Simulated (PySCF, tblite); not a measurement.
# Ge3H8O2, a small molecule taken as a stand-in for a surface group (Ge site with back bonds [GeH3], [GeH3], O): NMR shifts, core binding energies and electronic excitations

Aim: the NMR shifts, core binding energies and electronic excitations of `[OH][Ge]([OH])([GeH3])[GeH3]`.

Programs: tblite 0.8.0 and PySCF 2.14.0. All values are calculated, for the isolated system unless a continuum is named. Atoms count from 0, parts from 1.

### 1 Starting point

13 atoms, charge 0, multiplicity 1; geometry: distance geometry start.

### 2 Geometry optimisation with GFN2-xTB

The job: settings as JSON, then the geometry in Å.

```
{"job": {"kind": "relax", "xc": "GFN2-xTB", "basis": "xTB"}, "charge": 0, "multiplicity": 1}
Ge     0.175987     1.158538    -0.474432
Ge     1.499035     0.865925     1.508130
Ge    -1.975916     0.152483    -0.143239
O     -0.033637     2.969499    -0.847842
O      1.031160     0.325640    -1.899252
H      1.962488    -0.549124     1.619742
H      2.696029     1.798420     1.464117
H      0.677385     1.230409     2.722821
H     -2.584896     0.665650     1.161657
H     -1.810292    -1.350466    -0.045467
H     -2.878716     0.490891    -1.296252
H      0.526349     3.671467    -0.474488
H      1.267835    -0.606665    -1.944507
```

With the program's defaults for keys left out, this is: GFN2-xTB geometry optimisation, gas phase.

Run with:

```sh
OMP_NUM_THREADS=1 python cluster_run.py task.json out
```

This one command runs all jobs of the session in turn.

The log of the run:

```text
step      E/eV     max force
  0    -490.86926    0.902
  1    -490.91774    0.763
  2    -491.05435    0.816
  3    -491.08805    0.760
  4    -491.17662    0.575
  5    -491.18761    0.478
  6    -491.21269    0.281
  7    -491.21763    0.268
  8    -491.23764    0.228
  9    -491.24140    0.145
 10    -491.24479    0.138
 11    -491.24885    0.146
 12    -491.25491    0.225
 13    -491.26141    0.234
 14    -491.26665    0.163
 15    -491.26944    0.130
 16    -491.27167    0.128
 17    -491.27562    0.234
 18    -491.28213    0.362
 19    -491.29008    0.364
 20    -491.29676    0.209
 21    -491.29695    0.673
 22    -491.30265    0.164
 23    -491.30438    0.126
 24    -491.31035    0.717
 25    -491.31637    0.275
 26    -491.32275    0.227
 27    -491.32645    1.069
 28    -491.33610    0.237
 29    -491.33967    0.103
 30    -491.34067    0.492
 31    -491.34262    0.141
 32    -491.34352    0.100
 33    -491.34645    0.084
 34    -491.34734    0.094
 35    -491.34885    0.097
 36    -491.35000    0.101
 37    -491.35094    0.071
 38    -491.35144    0.091
 39    -491.35179    0.063
 40    -491.35223    0.075
 41    -491.35287    0.078
 42    -491.35414    0.076
 43    -491.35491    0.059
 44    -491.35563    0.086
 45    -491.35600    0.166
 46    -491.35654    0.080
 47    -491.35718    0.115
 48    -491.35855    0.102
 49    -491.35890    0.088
 50    -491.35948    0.041
 51    -491.35995    0.055
 52    -491.36058    0.055
 53    -491.36055    0.173
 54    -491.36113    0.042
 55    -491.36125    0.039
 56    -491.36143    0.023
 57    -491.36154    0.024
 58    -491.36177    0.028
 59    -491.36189    0.022
 60    -491.36198    0.015
 61    -491.36201    0.020
 62    -491.36204    0.029
 63    -491.36208    0.036
 64    -491.36215    0.040
 65    -491.36227    0.038
 66    -491.36240    0.030
 67    -491.36249    0.016
 68    -491.36253    0.008
```

It took 1.7 s on 1 thread of Arm Neoverse V1, shared host.

Along the way: (not every step is listed)

```csv
step,energy from step 0 (eV),largest force (eV/Å)
0,0.0000,0.9017
2,-0.1851,0.8153
4,-0.3074,0.5755
6,-0.3434,0.2813
8,-0.3684,0.2281
10,-0.3755,0.1382
12,-0.3856,0.2254
14,-0.3974,0.1624
16,-0.4024,0.1273
20,-0.4275,0.2098
24,-0.4411,0.7172
28,-0.4668,0.2371
32,-0.4743,0.1001
36,-0.4807,0.1010
40,-0.4830,0.0753
44,-0.4864,0.0864
48,-0.4893,0.1014
52,-0.4913,0.0552
56,-0.4922,0.0233
58,-0.4925,0.0276
60,-0.4927,0.0151
62,-0.4928,0.0294
64,-0.4929,0.0402
66,-0.4931,0.0303
68,-0.4933,0.0073
```

Distances of close pairs at the start and the end, largest changes first:

```csv
bond,before (Å),after (Å),change (Å)
Ge0–O3,1.861,1.757,-0.104
Ge0–O4,1.859,1.785,-0.074
Ge0–Ge1,2.401,2.439,+0.038
Ge0–Ge2,2.398,2.436,+0.037
Ge2–H8,1.529,1.501,-0.028
O3–H11,0.972,0.956,-0.016
Ge1–H5,1.493,1.509,+0.015
Ge1–H6,1.518,1.503,-0.015
```

### 3 Geometry optimisation at PBE0-D3(BJ)/def2-SVP

The job: settings as JSON, then the geometry in Å.

```
{"job": {"xc": "PBE0", "basis": "def2-SVP", "d3": "d3bj", "grid": 2, "kind": "geom", "shake": 0.01}, "charge": 0, "multiplicity": 1}
Ge     0.115867     0.275999    -0.319056
Ge     1.637951     0.046674     1.543178
Ge    -2.160746    -0.666203    -0.350655
O     -0.069602     2.024095    -0.623119
O      0.944041    -0.176574    -1.829893
H      2.214984    -1.332320     1.674662
H      2.850611     0.949172     1.421382
H      1.070712     0.356301     2.888694
H     -3.003543    -0.287069     0.849285
H     -2.147695    -2.175431    -0.349137
H     -2.927229    -0.265924    -1.554105
H      0.354358     2.317089    -1.402537
H      1.130500    -1.083180    -1.941295
```

The log of the run:

```text
step   0  E = -6384.46837310  max force = 0.034121
step   1  E = -6384.47704802  max force = 0.005486
step   2  E = -6384.47750267  max force = 0.000609
step   3  E = -6384.47754247  max force = 0.000323
step   4  E = -6384.47757865  max force = 0.000638
step   5  E = -6384.47759330  max force = 0.000525
step   6  E = -6384.47760978  max force = 0.000204
step   7  E = -6384.47761463  max force = 0.000162
optimisation converged
```

Run time: 3.7 min. Hardware: 1 thread of Arm Neoverse V1, shared host; peak memory 0.89 GiB.

Step by step:

```csv
step,energy from step 0 (eV),largest force component (eV/Å)
0,0.0000,1.7546
1,-0.2361,0.2821
2,-0.2484,0.0313
3,-0.2495,0.0166
4,-0.2505,0.0328
5,-0.2509,0.0270
6,-0.2513,0.0105
7,-0.2515,0.0083
```

Close pairs (by a distance rule), those that changed most:

```
   bond  before (Å)  after (Å)  change (Å)
Ge2–H10       1.482      1.538      +0.056
 Ge1–H7       1.493      1.540      +0.047
 Ge1–H5       1.501      1.543      +0.042
 Ge2–H9       1.509      1.543      +0.034
 O3–H11       0.934      0.965      +0.031
 O4–H12       0.932      0.963      +0.031
Ge0–Ge2       2.464      2.436      -0.028
 Ge2–H8       1.515      1.539      +0.025
```

The next job starts from the end point, and lists it.

```csv
at the end point,value
point group (found at 0.08 Å tolerance),C1
"rotational constants (GHz, main isotopes)","1.763, 0.679, 0.572"
dipole moment (D),1.74
```

### 4 Nuclear shieldings: PBE0/pcSseg-1

The job: settings as JSON, then the geometry in Å.

```
{"job": {"kind": "nmr", "xc": "PBE0", "basis": "pcSseg-1"}, "charge": 0, "multiplicity": 1}
Ge     0.115328     0.363100    -0.392439
Ge     1.568602    -0.002775     1.531227
Ge    -2.080928    -0.685603    -0.277943
O     -0.109724     2.110410    -0.643149
O      0.971000    -0.097479    -1.898293
H      1.980297    -1.488703     1.588044
H      2.839100     0.857194     1.413041
H      0.834758     0.345594     2.839094
H     -2.820711    -0.238617     0.995761
H     -1.912613    -2.218374    -0.228142
H     -2.918418    -0.318820    -1.515030
H      0.354688     2.389488    -1.442156
H      1.187870    -1.033455    -1.962277
```

Method: GIAO PBE0/pcSseg-1 NMR shielding, non-relativistic, gas phase.

The log of the run:

```text
coarse grid: 52384 points
cycle   1  E = -6384.4015040360  dE = -1.721e+00  |g| = 1.758e+00  |ddm| = 3.516e+00
cycle   2  E = -6383.7717686985  dE =  6.297e-01  |g| = 2.448e+00  |ddm| = 2.616e+00
cycle   3  E = -6384.6630057683  dE = -8.912e-01  |g| = 4.415e-01  |ddm| = 2.169e+00
cycle   4  E = -6384.6984015139  dE = -3.540e-02  |g| = 1.075e-01  |ddm| = 3.562e-01
cycle   5  E = -6384.6994149287  dE = -1.013e-03  |g| = 2.545e-02  |ddm| = 7.754e-02
cycle   6  E = -6384.6995110371  dE = -9.611e-05  |g| = 1.195e-02  |ddm| = 3.013e-02
cycle   7  E = -6384.6995349823  dE = -2.395e-05  |g| = 2.542e-03  |ddm| = 9.459e-03
cycle   8  E = -6384.6995363424  dE = -1.360e-06  |g| = 4.338e-04  |ddm| = 3.056e-03
final grid: 104512 points
cycle   9  E = -6384.6994851599  dE = -3.801e-08  |g| = 4.514e-04  |ddm| = 1.798e-03
cycle  10  E = -6384.6994851134  dE =  4.658e-08  |g| = 6.738e-04  |ddm| = 8.718e-04
cycle  11  E = -6384.6994852040  dE = -9.064e-08  |g| = 1.002e-04  |ddm| = 5.192e-04
cycle  12  E = -6384.6994852056  dE = -1.635e-09  |g| = 7.837e-06  |ddm| = 9.199e-05
cycle  13  E = -6384.6994852057  dE = -1.910e-11  |g| = 5.420e-06  |ddm| = 1.044e-05
converged SCF energy = -6384.6994852057

GIAO shielding tensors (ppm)
atom      isotropic    diamagn.    paramagn.     s11        s22        s33       span
  0 Ge    1182.917    2754.995   -1572.078   1053.980   1228.640   1266.131    212.150
  1 Ge    1660.727    2757.774   -1097.048   1642.147   1657.704   1682.328     40.181
  2 Ge    1660.103    2757.590   -1097.487   1640.011   1657.152   1683.146     43.135
  3 O      299.848     391.661     -91.814    237.935    277.532    384.075    146.140
  4 O      287.872     395.774    -107.902    235.741    257.372    370.501    134.761
  5 H       27.757      29.021      -1.264     21.470     23.158     38.642     17.172
  6 H       27.532      28.340      -0.808     21.023     22.482     39.092     18.068
  7 H       27.567      28.663      -1.096     21.089     23.040     38.573     17.484
  8 H       27.537      28.554      -1.017     21.095     22.966     38.550     17.455
  9 H       27.757      28.938      -1.181     21.445     23.203     38.623     17.178
 10 H       27.503      28.209      -0.706     20.969     22.416     39.123     18.153
 11 H       31.038      31.104      -0.066     21.403     26.857     44.854     23.452
 12 H       31.323      33.531      -2.208     22.006     27.013     44.951     22.946
```

Run time: 58 s. Hardware: 1 thread of Arm Neoverse V1, shared host; peak memory 1 GiB.

Shifts follow as δ = σ(reference) − σ, with reference shieldings (ppm) from runs at the same level and on the same kind of geometry: 1H TMS 31.27, 17O H2O 334.6, 73Ge GeMe4 1330. The references are single molecules in the gas phase, so shifts against H2O, NH3, PH3, H3PO4 or CFCl3 are not on the usual liquid scales and can be off by tens of ppm.

```
atoms                           environment  σ (ppm)  δ (ppm)
  H10  hydrogen on a germanium bonded to Ge    27.50     3.76
   H6  hydrogen on a germanium bonded to Ge    27.53     3.73
   H8  hydrogen on a germanium bonded to Ge    27.54     3.73
   H7  hydrogen on a germanium bonded to Ge    27.57     3.70
   H5  hydrogen on a germanium bonded to Ge    27.76     3.51
   H9  hydrogen on a germanium bonded to Ge    27.76     3.51
  H11    hydrogen on an oxygen bonded to Ge    31.04     0.23
  H12    hydrogen on an oxygen bonded to Ge    31.32    -0.06
  Ge0         germanium bonded to 2 Ge, 2 O     1183      147
  Ge2           germanium bonded to Ge, 3 H     1660     -330
  Ge1           germanium bonded to Ge, 3 H     1661     -330
   O4                oxygen bonded to Ge, H    287.9     46.7
   O3                oxygen bonded to Ge, H    299.8     34.7
```

Charges from the same density, by scheme (e):

```
atoms  Mulliken    IAO  Hirshfeld  ESP fit
  Ge0      0.87   0.88       0.36     0.64
  Ge1     -0.07   0.14       0.19    -0.01
  Ge2     -0.07   0.15       0.20     0.02
   O3     -0.64  -0.76      -0.34    -0.68
   O4     -0.64  -0.76      -0.34    -0.69
```

Mayer bond orders: Ge0–Ge1 0.83, Ge0–Ge2 0.84, Ge0–O3 0.90, Ge0–O4 0.83.

### 5 X-ray photoelectron lines: SCAN, X2C

Settings changed since step 4:

```diff
@@ -1,2 +1,2 @@
-{"job": {"kind": "nmr", "xc": "PBE0", "basis": "pcSseg-1"}, "charge": 0, "multiplicity": 1}
+{"job": {"kind": "xps", "holes": 5}, "charge": 0, "multiplicity": 1}
 Ge     0.115328     0.363100    -0.392439
```

Level: delta-SCF UKS SCAN, pcX-2 on the ionised atom, pcseg-1 elsewhere, spin-free X2C.

The log of the run:

```text
ground state, core basis on atom 3 (O), 180 functions
  cycle   1  E = -6437.03574032  |g| = 1.09e+00
  cycle   2  E = -6435.82138153  |g| = 2.59e+00
  cycle   3  E = -6437.24509526  |g| = 1.51e-01
  cycle   4  E = -6437.25116539  |g| = 7.60e-02
  cycle   5  E = -6437.25261223  |g| = 3.90e-02
  cycle   6  E = -6437.25288504  |g| = 1.40e-02
  cycle   7  E = -6437.25292130  |g| = 2.89e-03
  cycle   8  E = -6437.25292350  |g| = 6.87e-04
  cycle   9  E = -6437.25292711  |g| = 1.82e-04
  E(ground) = -6437.64978466 Eh
hole in O 1s of atom 3
  cycle   1  E = -6416.65480369  |g| = 2.22e+00
  cycle   2  E = -6415.61255278  |g| = 2.37e+00
  cycle   3  E = -6417.32318771  |g| = 6.32e-01
  cycle   4  E = -6417.37626142  |g| = 5.20e-01
  cycle   5  E = -6417.47727035  |g| = 1.69e-01
  cycle   6  E = -6417.48944845  |g| = 3.67e-02
  cycle   7  E = -6417.49034620  |g| = 8.60e-03
  cycle   8  E = -6417.49039512  |g| = 3.29e-03
  cycle   9  E = -6417.49040125  |g| = 1.81e-03
  cycle  10  E = -6417.49040365  |g| = 2.72e-04
  E(ion) = -6417.88885662 Eh   <S^2> = 0.7627   hole on atom = 1.000   binding energy = 537.722 eV
ground state, core basis on atom 4 (O), 180 functions
  cycle   1  E = -6437.25081401  |g| = 1.20e-01
  cycle   2  E = -6437.24657557  |g| = 1.68e-01
  cycle   3  E = -6437.25152675  |g| = 4.94e-02
  cycle   4  E = -6437.25197148  |g| = 1.23e-02
  cycle   5  E = -6437.25200080  |g| = 2.60e-03
  cycle   6  E = -6437.25200483  |g| = 4.89e-04
  E(ground) = -6437.64925942 Eh
hole in O 1s of atom 4
  cycle   1  E = -6416.64623773  |g| = 2.23e+00
  cycle   2  E = -6414.49124754  |g| = 2.66e+00
  cycle   3  E = -6417.05916742  |g| = 9.66e-01
  cycle   4  E = -6417.33479454  |g| = 6.09e-01
  cycle   5  E = -6417.46718231  |g| = 2.02e-01
  cycle   6  E = -6417.48417989  |g| = 4.45e-02
  cycle   7  E = -6417.48556519  |g| = 9.99e-03
  cycle   8  E = -6417.48562994  |g| = 1.72e-03
  cycle   9  E = -6417.48563690  |g| = 9.40e-04
  cycle  10  E = -6417.48563298  |g| = 3.67e-04
  E(ion) = -6417.88460937 Eh   <S^2> = 0.7628   hole on atom = 1.000   binding energy = 537.824 eV
```

Run time: 22 s. Hardware: 1 thread of Arm Neoverse V1, shared host; peak memory 0.59 GiB.

The holes in one table. −ε is the ground-state orbital energy:

```
     hole  stands for             environment  ΔSCF (eV)  −ε (eV)   ⟨S²⟩
O1s on O3          O3  oxygen bonded to Ge, H     537.72    516.5  0.763
O1s on O4          O4  oxygen bonded to Ge, H     537.82    516.7  0.763
```

### 6 TDDFT and polarisability: CAM-B3LYP/def2-SVPD

Settings changed since step 5:

```diff
@@ -1,2 +1,2 @@
-{"job": {"kind": "xps", "holes": 5}, "charge": 0, "multiplicity": 1}
+{"job": {"kind": "uv", "xc": "CAM-B3LYP", "basis": "def2-SVPD", "nstates": 6, "ntriplets": 2, "ip": true}, "charge": 0, "multiplicity": 1}
 Ge     0.115328     0.363100    -0.392439
```

Level: TDDFT CAM-B3LYP/def2-SVPD, vertical, gas phase, core orbitals frozen in the response.

The log of the run:

```text
coarse grid: 52384 points
cycle   1  E = -6385.5239525877  dE = -1.620e+00  |g| = 1.155e+00  |ddm| = 4.026e+00
cycle   2  E = -6385.2653344488  dE =  2.586e-01  |g| = 1.661e+00  |ddm| = 2.900e+00
cycle   3  E = -6385.7456014593  dE = -4.803e-01  |g| = 1.306e-01  |ddm| = 1.731e+00
cycle   4  E = -6385.7480664292  dE = -2.465e-03  |g| = 4.976e-02  |ddm| = 1.696e-01
cycle   5  E = -6385.7483778586  dE = -3.114e-04  |g| = 8.064e-03  |ddm| = 4.958e-02
cycle   6  E = -6385.7483878370  dE = -9.978e-06  |g| = 5.453e-03  |ddm| = 1.533e-02
cycle   7  E = -6385.7483935171  dE = -5.680e-06  |g| = 8.297e-04  |ddm| = 5.927e-03
final grid: 104512 points
cycle   8  E = -6385.7483060592  dE = -4.113e-08  |g| = 1.092e-03  |ddm| = 4.017e-03
cycle   9  E = -6385.7483058189  dE =  2.403e-07  |g| = 1.602e-03  |ddm| = 2.282e-03
cycle  10  E = -6385.7483062835  dE = -4.647e-07  |g| = 7.357e-05  |ddm| = 1.311e-03
cycle  11  E = -6385.7483062845  dE = -9.732e-10  |g| = 2.067e-05  |ddm| = 9.131e-05
converged SCF energy = -6385.7483062845

Static polarisability (au): isotropic 110.511, principal 93.068 102.934 135.531

Singlet excitations
state   eV       nm        f      main configurations
  1   5.4871    226.0   0.00444   H->L+1 0.47, H->L 0.35, H->L+2 0.14
  2   5.8372    212.4   0.00878   H->L+2 0.79, H->L+1 0.13
  3   6.1872    200.4   0.55765   H->L 0.60, H->L+1 0.32
  4   6.6279    187.1   0.26993   H->L+3 0.91
  5   7.2054    172.1   0.05180   H->L+4 0.87
  6   7.4549    166.3   0.01968   H-2->L 0.28, H-2->L+1 0.20, H->L+5 0.09

Triplet excitations (Tamm-Dancoff, eV): 5.0387 5.2207
Vertical ionisation energy (delta-SCF) = 9.0615 eV
```

Run time: 2.3 min. Hardware: 1 thread of Arm Neoverse V1, shared host; peak memory 1.3 GiB.

The orbitals next to the gap, with their largest atomic shares:

```csv
orbital,eV,atoms
HOMO−3,-11.05,"Ge2 21 %, Ge1 20 %, H10 16 %"
HOMO−2,-10.61,"O3 40 %, O4 34 %, Ge1 5 %"
HOMO−1,-10.52,"O4 29 %, Ge0 16 %, O3 16 %"
HOMO,-8.39,"Ge0 22 %, Ge1 19 %, Ge2 18 %"
LUMO,0.19,"Ge2 20 %, Ge1 20 %, Ge0 15 %"
LUMO+1,0.41,"Ge0 20 %, Ge2 19 %, Ge1 19 %"
LUMO+2,0.56,"Ge0 25 %, Ge1 17 %, Ge2 16 %"
```

With each of the 6 states as a Gaussian band of 0.4 eV half-width at 1/e, the curve within the window shown has maxima at 198 nm (ε 27,000) L/(mol cm). Beyond the last state computed it falls off for lack of states. The curve at chosen wavelengths:

nm, ε (L/mol/cm) and a bar:
```
      160        776 #
      164       1715 ##
      167       2524 ###
      171       3635 ####
      175       5296 ######
      179       8315 #########
      182      11518 #############
      186      16435 ###################
      190      21281 ########################
      193      24317 ###########################
      197      26560 ##############################
      201      25719 #############################
      205      21791 #########################
      208      17612 ####################
      212      11858 #############
      216       7125 ########
      220       3903 ####
      223       2380 ###
      227       1196 #
      231        604 #
      234        371 
      238        202 
      242        114 
      246         65 
      249         43 
      253         24
```

Ground-state properties from the same run:

```
           property  computed
  dipole moment (D)      1.92
polarisability (Å³)     16.38
 HOMO–LUMO gap (eV)      8.58
      −ε(HOMO) (eV)      8.39
```

### 7 Results

| quantity | value |
| --- | --- |
| point group | C1 |
| rotational constants (main isotopes) | 1.76, 0.68, 0.57 GHz |
| 1H shifts against TMS (PBE0/pcSseg-1) | 3.76, 3.73, 3.73, 3.70, 3.51, 3.51, 0.23, -0.06 ppm |
| 73Ge shifts against GeMe4 (PBE0/pcSseg-1) | 147, -330, -330 ppm |
| 17O shifts against H2O (PBE0/pcSseg-1) | 46.7, 34.7 ppm |
| O1s binding energies, SCAN/pcX-2 | O4 537.82, O3 537.72 eV |
| lowest singlet (CAM-B3LYP/def2-SVPD) | 5.49 eV (226 nm), f = 0.004 |
| brightest single state of those computed | state 3, 6.19 eV, f = 0.558 |
| lowest triplet | 5.04 eV |
| vertical ionisation energy (ΔSCF) | 9.06 eV |

In words: The start of the PBE0/def2-SVP relaxation was shaken at random by about 0.01 Å, so part of the energy gained, and of the first lengths quoted, undoes that. Relaxing lowered the energy by 0.251 eV in 7 steps; the close pair that moved most is Ge2–H10, from 1.482 to 1.538 Å (PBE0/def2-SVP). Hydrogens of an XH3 group are listed apart at this fixed geometry; free rotation makes them one line at their mean. At PBE0/pcSseg-1: Shielding is most anisotropic at Ge0 (span 212 ppm, paramagnetic term -1572 ppm). At SCAN/pcX-2: The O1s levels kept as sound span 0.10 eV, from O3 (oxygen bonded to Ge, H) up to O4 (oxygen bonded to Ge, H). The first singlet state (HOMO→LUMO+1 0.47, HOMO→LUMO 0.35) lies at 5.49 eV and is weak; of the 6 states computed, the strongest absorption comes from state 3 at 6.19 eV. The lowest triplet lies 0.45 eV below the lowest singlet (triplets in Tamm-Dancoff, singlets in full TDDFT). The orbital energy would give 8.39 eV for ionisation, ΔSCF gives 9.06 eV. Spin-orbit coupling is left out, which matters for shieldings and couplings at and beside the heavy atoms. A capped cluster stands for the solid here, so long-range fields and strain are missing, and bands or shifts of the capping hydrogens have no counterpart in it.
